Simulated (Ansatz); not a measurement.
**C₂H₆OSi (SMILES C=C[SiH2]O): a rigid scan of the angle H8–Si3–C2**

How does the energy rise as the angle H8–Si3–C2 leaves its equilibrium value, and do density functionals follow CCSD(T)? No other atom is relaxed.

Program: Ansatz 0.2.0, Gaussian basis. Level of theory: single points in def2-TZVPP. These are calculated values, not measurements.

Levels: PBE-D4, r2SCAN-D4, PBE0-D4, B3LYP-D4, wB97M-V, Hartree-Fock, MP2, CCSD, CCSD(T). The scan takes 90.7, 95.2, 99.7, 104.2, 108.7, 113.2, 117.7, 122.2, 126.7°.

Correlated methods freeze the cores. B3LYP uses VWN-RPA correlation.

27 further runs of the same task are left out: 27 set aside as unsound or not needed.

**1. The starting structure**

SMILES `C=C[SiH2]O`, 10 atoms, charge 0, spin multiplicity 1.

Atoms are counted from 1 here; the program's logs count them from 0.

Bond lengths: C1–C2 1.313 Å, C1–H5 1.118 Å, C1–H6 1.121 Å, C2–Si3 1.840 Å, C2–H7 1.104 Å, Si3–O4 1.657 Å, Si3–H8 1.512 Å, Si3–H9 1.459 Å, O4–H10 0.893 Å. Angles: C2–C1–H5 123.7°, C2–C1–H6 121.6°, H5–C1–H6 113.8°, C1–C2–Si3 125.9°, C1–C2–H7 119.1°, Si3–C2–H7 114.9°, C2–Si3–O4 108.9°, C2–Si3–H8 105.9°, C2–Si3–H9 110.5°, O4–Si3–H8 106.0°, O4–Si3–H9 115.3°, H8–Si3–H9 109.6°, Si3–O4–H10 119.3°.

Coordinates:

```xyz
10
charge 0, multiplicity 1
C     0.3883    1.3317   -0.8383
C     0.2881    0.7571    0.3376
Si   -0.5465   -0.8441    0.6893
O    -0.3005   -1.8706   -0.5886
H    -0.1194    0.9531   -1.7601
H     0.8427    2.3497   -0.9576
H     0.7866    1.2221    1.2063
H     0.1939   -1.4496    1.8604
H    -1.9423   -0.6250    1.0531
H     0.4923   -1.8758   -0.9992
```

**2. A first relaxation in a small basis**

pre/in.yaml

```yaml
crystal:
  periodic: [false, false, false]
  atoms:
    - {symbol: C, position_ang: [0.388300, 1.331700, -0.838300]}
    - {symbol: C, position_ang: [0.288100, 0.757100, 0.337600]}
    - {symbol: Si, position_ang: [-0.546500, -0.844100, 0.689300]}
    - {symbol: O, position_ang: [-0.300500, -1.870600, -0.588600]}
    - {symbol: H, position_ang: [-0.119400, 0.953100, -1.760100]}
    - {symbol: H, position_ang: [0.842700, 2.349700, -0.957600]}
    - {symbol: H, position_ang: [0.786600, 1.222100, 1.206300]}
    - {symbol: H, position_ang: [0.193900, -1.449600, 1.860400]}
    - {symbol: H, position_ang: [-1.942300, -0.625000, 1.053100]}
    - {symbol: H, position_ang: [0.492300, -1.875800, -0.999200]}
basis:
  gaussian: {orbitals: def2-SVP}
hamiltonian: {xc: pbe, dispersion: d4}
relax: {f_tol: 0.03, max_steps: 250}
```

No record of the launch command was kept for these runs.

After this run come: Relaxation at PBE0-D4; The minimum at every level; H8–Si3–C2 = 90.7°; H8–Si3–C2 = 95.2°; H8–Si3–C2 = 99.7°; H8–Si3–C2 = 104.2°; H8–Si3–C2 = 108.7°; H8–Si3–C2 = 113.2°; H8–Si3–C2 = 117.7°; H8–Si3–C2 = 122.2°; H8–Si3–C2 = 126.7°.

What does the calculation give? Wanted: highest point, CCSD(T); lowest point, CCSD(T); minimum along the scan, CCSD(T); RMS deviation from CCSD(T); largest T1 diagnostic.

The runs gave:

```
                       quantity                                                                                                          value
         highest point, CCSD(T)                                                                                          26.2 kJ/mol at 90.7 °
          lowest point, CCSD(T)                                                                                          0.0 kJ/mol at 108.7 °
minimum along the scan, CCSD(T)                                                                                                        108.7 °
                curvature there                                                                                                  1.60 meV/deg²
     RMS deviation from CCSD(T)  PBE-D4 1.2, r2SCAN-D4 0.5, PBE0-D4 0.6, B3LYP-D4 0.3, wB97M-V 0.4, Hartree-Fock 2.0, MP2 0.3, CCSD 0.2 kJ/mol
          largest T1 diagnostic                                                                                                          0.012
```

**Reading.** A polynomial through the near points puts the CCSD(T) minimum at the PBE0-D4 value. Curvature against CCSD(T): PBE-D4 -9 %, Hartree-Fock +13 %. The curve of CCSD lies nearest to CCSD(T), that of Hartree-Fock farthest.
